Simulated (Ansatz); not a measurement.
**FH2InO: how energies converge with the basis set**

One table from this session's results is given with a row withheld; the runs are named, their logs left out.

Method: one geometry, several basis sets; program: Ansatz 0.2.0, Gaussian basis.

Levels to be run: PBE0-D4/def2-SVP; ωB97M-V/def2-SVP; PBE0-D4/def2-QZVPP; ωB97M-V/def2-QZVPP; the functionals' def2-TZVPP values are taken from earlier runs.

### Structure used throughout

The geometry comes from an earlier relaxation with PBE0-D4 in a triple-zeta def2 set; it is a stationary point. In takes the def2 core potential; no spin-orbit term is included.

SMILES `[OH][InH][F]`, 5 atoms, charge 0, spin multiplicity 1.

Atoms are counted from 1 here; the program's logs count them from 0.

Bond lengths: O1–In2 1.966 Å, O1–H4 0.960 Å, In2–F3 1.944 Å, In2–H5 1.691 Å. Angles: In2–O1–H4 113.6°, O1–In2–F3 106.4°, O1–In2–H5 133.9°, F3–In2–H5 119.7°.

Coordinates:

```xyz
5
charge 0, multiplicity 1
O    -1.27945   -0.34591   -0.57737
In    0.48007    0.04251    0.21002
F     1.18588   -1.65466    0.84151
H    -1.72521    0.42977   -0.92574
H     1.38852    1.45469    0.41018
```

Set-up of the first run:

The input, in.yaml:

```yaml
crystal:
  periodic: [false, false, false]
  atoms:
    - {symbol: O, position_ang: [-1.279452, -0.345914, -0.577374]}
    - {symbol: In, position_ang: [0.480065, 0.042509, 0.210023]}
    - {symbol: F, position_ang: [1.185877, -1.654657, 0.841508]}
    - {symbol: H, position_ang: [-1.725207, 0.429769, -0.925736]}
    - {symbol: H, position_ang: [1.388517, 1.454693, 0.410179]}
basis:
  gaussian: {orbitals: def2-SVP}
hamiltonian: {xc: pbe0, dispersion: d4}
output: {orbitals: {seedname: orbitals}}
```

Among the steps run: PBE0-D4 in def2-SVP; ωB97M-V in def2-SVP; PBE0-D4 in def2-QZVPP; ωB97M-V in def2-QZVPP.

One table of the session follows, with a row left open; its other results are not shown here.

It belongs to the step «Density functionals: the series». 

| functional | basis | HOMO (eV) | LUMO (eV) |
| --- | --- | --- | --- |
| PBE0-D4 | def2-SVP | -8.61 | -1.21 |
| PBE0-D4 | def2-TZVPP | ? | ? |
| PBE0-D4 | def2-QZVPP | -8.97 | -1.50 |
| ωB97M-V | def2-SVP | -11.06 | 0.40 |
| ωB97M-V | def2-TZVPP | -11.33 | 0.05 |
| ωB97M-V | def2-QZVPP | -11.39 | -0.06 |

**Question.** Estimate the row for PBE0-D4, def2-TZVPP.

As computed: HOMO (eV): -8.90; LUMO (eV): -1.41. In the column «HOMO (eV)» it lies between PBE0-D4, def2-QZVPP (-8.97) and PBE0-D4, def2-SVP (-8.61).
